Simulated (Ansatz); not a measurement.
# ZrF2 (singlet): from a generated start to a stationary point

Aim: relax a generated start of ZrF2 (singlet) and see which bonds hold.

Computed with Ansatz 0.2.0, Gaussian basis. Level: RKS PBE0/def2-TZVP.

## Step 1: Where the work starts

3 atoms, charge 0, spin multiplicity 1.

Atoms are counted from 1 here; the program's logs count them from 0.

Bond lengths: Zr1–F2 1.811 Å, Zr1–F3 1.811 Å. Angles: F2–Zr1–F3 180.0°.

The start was built by rule and, where that kept it together, relaxed with GFN2-xTB. Sticks and bond lists go by distance. No spin-orbit coupling is included. Elements past krypton take def2 core potentials.

## Step 2: The run

The input, in.yaml:

```yaml
crystal:
  periodic: [false, false, false]
  atoms:
    - {symbol: Zr, position_ang: [0.000000, 0.000000, 0.000000]}
    - {symbol: F, position_ang: [0.000000, 0.000000, -1.811329]}
    - {symbol: F, position_ang: [0.000000, 0.000000, 1.811329]}
basis:
  gaussian: {orbitals: def2-TZVP}
hamiltonian: {xc: pbe0}
relax: {f_tol: 0.004, max_steps: 80}
```

The run is started by

```bash
$ ansatz run in.yaml --threads 1 --pin off --events-out ev --progress --plain --max-ram 2176MiB
```

Q: Predict the outcome of this session. Wanted: energy gained; shift from the start; total energy; dipole moment.

The runs gave:

```
                  quantity          value
                     steps              4
             energy gained       0.339 eV
shift from the start (rms)        0.081 Å
              total energy  -6712.4225 eV
             dipole moment         0.00 D
```

In words: The bonds of the start are those of the end. Zr1–F2 went from 1.811 to 1.910 Å. No vibrations were run, so this is a stationary point, not a proven minimum, and this spin need not be the ground state's.
